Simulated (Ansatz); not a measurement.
# C7H4: the cost of one run

All numbers are computed with Ansatz 0.2.0 through its Python package. Level of theory: r2SCAN/def2-SVP.

## 1. The structure

Bond lengths: C1–C2 1.299 Å, C2–C3 1.298 Å, C3–C4 1.417 Å, C4–C5 1.201 Å, C5–C6 1.540 Å, C6–C7 1.200 Å, C1–H8 1.084 Å, C1–H9 1.084 Å, C3–H10 1.084 Å, C7–H11 1.065 Å. Angles: C1–C2–C3 179.9°, C2–C1–H8 120.6°, C2–C1–H9 120.6°, H8–C1–H9 118.7°, C2–C3–C4 118.9°, C2–C3–H10 121.1°, C4–C3–H10 120.0°, C3–C4–C5 179.6°, C4–C5–C6 180.0°, C5–C6–C7 180.0°, C6–C7–H11 180.0°.

No structure file is read: the coordinates are typed or built in the script.

## 2. Script

Contents of opt_c7h4.py:

```python
"""Minimum-energy structure of C7H4."""

import argparse
import warnings

import ansatz as az
from ase import Atoms
import numpy as np
import pandas as pd

parser = argparse.ArgumentParser(description="Minimum-energy structure of C7H4.")
parser.add_argument("--basis-set", default="def2-SVP", help="Gaussian basis set")
parser.add_argument("--xc", required=True, help="exchange-correlation functional")
args = parser.parse_args()

warnings.simplefilter("ignore", az.DeckWarning)

atoms = Atoms(["C", "C", "C", "C", "C", "C", "C", "H", "H", "H", "H"], positions=[
    (-2.8855, 0.8525, 0.0105),
    (-1.9482, 0.0476, 0.4102),
    (-1.0126, -0.7584, 0.8112),
    (0.3117, -0.5533, 0.351),
    (1.4363, -0.3856, -0.0347),
    (2.8787, -0.1707, -0.5295),
    (4.0027, -0.0031, -0.915),
    (-3.1002, 1.7645, 0.5555),
    (-3.4524, 0.6376, -0.888),
    (-1.2302, -1.5773, 1.4865),
    (4.9998, 0.1463, -1.2576),
])
c7h4 = az.Crystal.molecule_from_ase(atoms)

model = (
    c7h4.calculation()
    .basis(gaussian=args.basis_set)
    .functional(args.xc)
)
symbols = [site.symbol for site in c7h4.cartesian_sites]
start = np.array([site.position_ang for site in c7h4.cartesian_sites], dtype=float)
def progress(event):
    if event["event"] == "relax_step":
        row = event["data"]
        print(f"step {row['step']:3d}  E = {row['lagrangian_ev']:.6f} eV  largest force component {row['allowed_force_max_ev_ang']:.4f} eV/A")


r = model.relax(force_tolerance=0.02).session().plan().execute(on_event=progress).report
end = np.array(r["positions_ang"])

print("reference energy %16.6f eV" % r["reference_energy_ev"])
print("total energy     %16.6f eV" % r["free_energy_ev"])
print("occupied orbitals outside the frozen core (up, down):", r["n_occupied"], " frozen:", r["n_frozen"], " virtual:", r["n_virtual"])

print("final positions (A) and the move of each atom")
for symbol, xyz, old in zip(symbols, end, start):
    print(f"{symbol:2s} {xyz[0]:10.5f} {xyz[1]:10.5f} {xyz[2]:10.5f}   {np.linalg.norm(xyz - old):7.4f}")

charges = r["charge_distribution"]
table = pd.DataFrame({"atom": symbols, "mulliken": charges["mulliken_charges_e"], "lowdin": charges["lowdin_charges_e"]})
print(table.round(3).to_string())
print("dipole (e A):", np.round(charges["dipole_moment_e_ang"], 4) + 0.0)
with open("c7h4_opt.xyz", "w") as handle:
    handle.write(f"{len(symbols)}\nrelaxed C7H4\n")
    handle.writelines(f"{s:2s} {x:11.6f} {y:11.6f} {z:11.6f}\n" for s, (x, y, z) in zip(symbols, end))
```

## 3. The run

The run is started by

```
> python opt_c7h4.py --xc r2scan
```

What time and memory should one allow on 1 thread of Arm Neoverse V1, shared host?

About 87 s, with a peak of 0.28 GiB.
